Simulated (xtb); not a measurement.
# GaN3H6 (SMILES [NH2][Ga]([NH2])[NH2]): a first try and a second

Wanted: the energy of GaN3H6, GFN2-xTB (ddCOSMO ethylacetate, etemp 1000 K).

The results are computed with xtb 6.7.1.

6 further runs of the same task are left out: 6 set aside as unsound or not needed.

**1. The structure to begin with**

GaN3H6 has 10 atoms, charge 0, and is taken as a singlet. SMILES: `[NH2][Ga]([NH2])[NH2]`. All atoms were displaced at random from a relaxed shape.

Bond lengths: N1–Ga2 1.826 Å, Ga2–N3 1.834 Å, Ga2–N4 1.834 Å, N1–H5 1.025 Å, N1–H6 1.029 Å, N3–H7 1.021 Å, N3–H8 1.021 Å, N4–H9 0.999 Å, N4–H10 1.050 Å. Some angles: N1–Ga2–N3 119.8°, N1–Ga2–N4 119.7°, N3–Ga2–N4 120.4°, Ga2–N1–H5 119.4°, Ga2–N1–H6 119.6°, Ga2–N3–H7 117.2°, Ga2–N3–H8 116.6°, Ga2–N4–H9 120.6°, Ga2–N4–H10 118.3°, H5–N1–H6 108.4°.

**2. First attempt**

Input file input.xyz:

```xyz
9

N     -1.29530     1.24591    -0.32466
Ga    -0.01482     0.00144    -0.00609
N     -0.43578    -1.78941     0.03145
N      1.69399     0.53026     0.45773
H     -2.14565     0.96766    -0.82584
H     -1.02378     2.16403    -0.64769
H     -1.40986    -2.03789     0.14808
H      0.11390    -2.39573     0.59258
H      2.05233     1.42291     0.15141
H      2.45387    -0.13166     0.41449
```

Started as:

```sh
$ xtb input.xyz --gfn 2 --cosmo ethylacetate --etemp 1000 --sp | tee run.log
```

Log:

```text
* xtb version 6.7.1
[...]
      * Solvation model:               COSMO
        Solvent                        ethylacetate
[...]
        Solvent mass                       7.2106E+01 g/mol
[...]
          :  # basis functions                  27          :
[...]
          :  # electrons                        23          :
[...]
          :  Hamiltonian                  GFN2-xTB          :
[...]
          :  net charge                          0          :
          :  unpaired electrons                  1          :
[...]
   *** convergence criteria satisfied after 21 iterations ***
[...]
         ::                     SUMMARY                     ::
         :::::::::::::::::::::::::::::::::::::::::::::::::::::
         :: total energy             -12.448432030017 Eh    ::
         :: w/o Gsasa/hb/shift       -12.427120433714 Eh    ::
         :: gradient norm              0.040353613070 Eh/a0 ::
         :: HOMO-LUMO gap              4.229668803482 eV    ::
         ::.................................................::
         :: SCC energy               -12.563273664295 Eh    ::
         :: -> isotropic ES            0.048782900966 Eh    ::
         :: -> anisotropic ES         -0.001608681090 Eh    ::
         :: -> anisotropic XC          0.005867922342 Eh    ::
         :: -> dispersion             -0.003832773369 Eh    ::
         :: -> Gsolv                  -0.028916533980 Eh    ::
         ::    -> Gelec               -0.007604937677 Eh    ::
         ::    -> Gsasa               -0.021311596303 Eh    ::
         ::    -> Ghb                  0.000000000000 Eh    ::
         ::    -> Gshift               0.000000000000 Eh    ::
[...]
        12        1.4897           -0.3973417             -10.8122 (HOMO)
        13                         -0.2419042              -6.5825 (LUMO)
[...]
     #   Z          covCN         q      C6AA      α(0)
     1   7          2.528    -0.326    28.413     7.916
     2  31          2.426    -0.045   219.979    33.261
     3   7          2.528    -0.332    28.593     7.941
     4   7          1.667    -0.326    29.091     7.963
     5   1          0.860     0.212     1.049     1.604
     6   1          0.861     0.208     1.065     1.616
     7   1          0.861     0.209     1.060     1.612
     8   1          0.862     0.207     1.069     1.620
     9   1          0.861     0.193     1.144     1.675
[...]
molecular dipole:
                 x           y           z       tot (Debye)
 q only:       -0.999       0.043      -0.341
   full:       -1.216       0.173      -0.536       3.406
molecular quadrupole (traceless):
[...]
          | TOTAL ENERGY              -12.448432030017 Eh   |
          | GRADIENT NORM               0.040353613070 Eh/α |
          | HOMO-LUMO GAP               4.229668803482 eV   |
           -------------------------------------------------
[...]
```

Standard error:

```text
normal termination of xtb
```

Run time: 0.083 s. Hardware: 1 thread of Arm Neoverse V2, shared host.

**3. Diagnosis**

It ran to the end. The result can't be trusted all the same.

What is wrong: an atom count or index doesn't match the structure.

**4. Second attempt**

Input file mol.xyz:

```xyz
10
start
N     -1.29464700     1.23899800    -0.32746500
Ga    -0.00340100    -0.00622500     0.01160900
N     -0.43314700    -1.78965600     0.01171000
N      1.68762600     0.54009300     0.46356400
H     -2.13717800     0.96378600    -0.84318400
H     -1.02233800     2.18360300    -0.63047400
H     -1.40999500    -2.03391900     0.17906800
H      0.13585100    -2.39705100     0.60279800
H      2.02890500     1.43171000     0.17036400
H      2.46909400    -0.15873400     0.40474600
```

Started as:

```sh
$ xtb mol.xyz --cosmo ethylacetate -u 0 --etemp 1000 | tee xtb.out
```

Log, shortened:

```text
* xtb version 6.7.1
[...]
      * Solvation model:               COSMO
        Solvent                        ethylacetate
[...]
        Solvent mass                       7.2106E+01 g/mol
[...]
          :  # basis functions                  28          :
[...]
          :  # electrons                        24          :
[...]
          :  Hamiltonian                  GFN2-xTB          :
[...]
          :  net charge                          0          :
          :  unpaired electrons                  0          :
[...]
   *** convergence criteria satisfied after 12 iterations ***
[...]
         ::                     SUMMARY                     ::
         :::::::::::::::::::::::::::::::::::::::::::::::::::::
         :: total energy             -13.045851329385 Eh    ::
         :: w/o Gsasa/hb/shift       -13.025711247496 Eh    ::
         :: gradient norm              0.044754498278 Eh/a0 ::
         :: HOMO-LUMO gap              4.104102613791 eV    ::
         ::.................................................::
         :: SCC energy               -13.167647251169 Eh    ::
         :: -> isotropic ES            0.051826687157 Eh    ::
         :: -> anisotropic ES          0.000416402306 Eh    ::
         :: -> anisotropic XC          0.006020573114 Eh    ::
         :: -> dispersion             -0.004268501685 Eh    ::
         :: -> Gsolv                  -0.025865626138 Eh    ::
         ::    -> Gelec               -0.005725544248 Eh    ::
         ::    -> Gsasa               -0.020140081889 Eh    ::
         ::    -> Ghb                  0.000000000000 Eh    ::
         ::    -> Gshift               0.000000000000 Eh    ::
[...]
        12        2.0000           -0.3850679             -10.4782 (HOMO)
        13                         -0.2342449              -6.3741 (LUMO)
[...]
molecular dipole:
                 x           y           z       tot (Debye)
 q only:        0.041       0.017      -0.144
   full:        0.081       0.017      -0.271       0.719
molecular quadrupole (traceless):
[...]
          | TOTAL ENERGY              -13.045851329385 Eh   |
          | GRADIENT NORM               0.044754498278 Eh/α |
          | HOMO-LUMO GAP               4.104102613791 eV   |
           -------------------------------------------------
[...]
```

Standard error:

```text
normal termination of xtb
```

Run time: 0.066 s. Hardware: 1 thread of Arm Neoverse V2, shared host.

**5. Results**

At GFN2-xTB (ddCOSMO ethylacetate, etemp 1000 K):

```
                      quantity          value
                  total energy   -13.04585 Eh
                 dipole moment         0.72 D
                   HOMO energy      -10.48 eV
                   LUMO energy       -6.37 eV
                 HOMO–LUMO gap        4.10 eV
             dispersion energy  -11.21 kJ/mol
    solvent term in the energy   -67.9 kJ/mol
mean polarisability (D4 model)     67.5 bohr³
```

What this shows: The first attempt's energy was +16.257 eV off this one. Mulliken charges run from -0.35 on N3 to +0.19 on H9.
